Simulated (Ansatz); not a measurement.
Run this with the Ansatz DFT code, driven from Python and show what comes out.

The script, `deck.py`:
```python
# -*- coding: utf-8 -*-
"""Run C2H8O2Si2 from an input written out key by key."""

import logging
import sys

import ansatz as az

logging.basicConfig(stream=sys.stdout, format="%(name)s: %(message)s")
log = logging.getLogger("calc")
log.setLevel(logging.INFO)

DECK = """
crystal:
  periodic: [false, false, false]
  atoms:
    - { symbol: O, position_ang: [2.6059, 0.2084, 0.0077] }
    - { symbol: Si, position_ang: [1.2059, 0.2064, -0.8737] }
    - { symbol: C, position_ang: [0.006, -1.2365, -0.4013] }
    - { symbol: C, position_ang: [-0.9637, -0.7142, 0.6978] }
    - { symbol: Si, position_ang: [-1.2058, 1.1854, 0.4173] }
    - { symbol: O, position_ang: [0.2651, 1.5351, -0.3771] }
    - { symbol: H, position_ang: [2.6788, 0.9248, 0.6576] }
    - { symbol: H, position_ang: [1.4772, 0.2494, -2.3258] }
    - { symbol: H, position_ang: [0.5538, -2.1225, -0.0669] }
    - { symbol: H, position_ang: [-0.5614, -1.497, -1.3025] }
    - { symbol: H, position_ang: [-0.5074, -0.843, 1.6863] }
    - { symbol: H, position_ang: [-1.9182, -1.2484, 0.6813] }
    - { symbol: H, position_ang: [-2.3391, 1.4362, -0.5046] }
    - { symbol: H, position_ang: [-1.2971, 1.916, 1.7038] }
basis:
  gaussian: { orbitals: cc-pVDZ }
hamiltonian:
  xc: pbe0
"""


def main():
    session = az.Session.from_yaml(DECK)
    summary = session.plan(threads=1).execute().report

    log.info(f"E = {summary['free_energy_ev']:.6f} eV = {summary['free_energy_ev'] / 27.211386246:.7f} Ha")
    print("converged:", summary["converged"], " doubts:", summary["published_state_doubts"] or "none")
    symbols = ["O", "Si", "C", "C", "Si", "O", "H", "H", "H", "H", "H", "H", "H", "H"]


if __name__ == "__main__":
    main()
```

`python deck.py` gives:
```text
calc: E = -22043.508401 eV = -810.0839921 Ha
converged: True  doubts: none
```

What to keep in mind:
- Total energies depend on the basis set; only differences at equal settings carry meaning.
- The geometry is a force-field or estimated start, not a minimum of this method, and the basis set is short of its limit.
- Run time: 14 s on 1 thread of Intel(R) Xeon(R) Platinum 8259CL CPU @ 2.50GHz (Skylake/Cascade Lake), with other jobs on the host, peak memory 0.36 GiB.
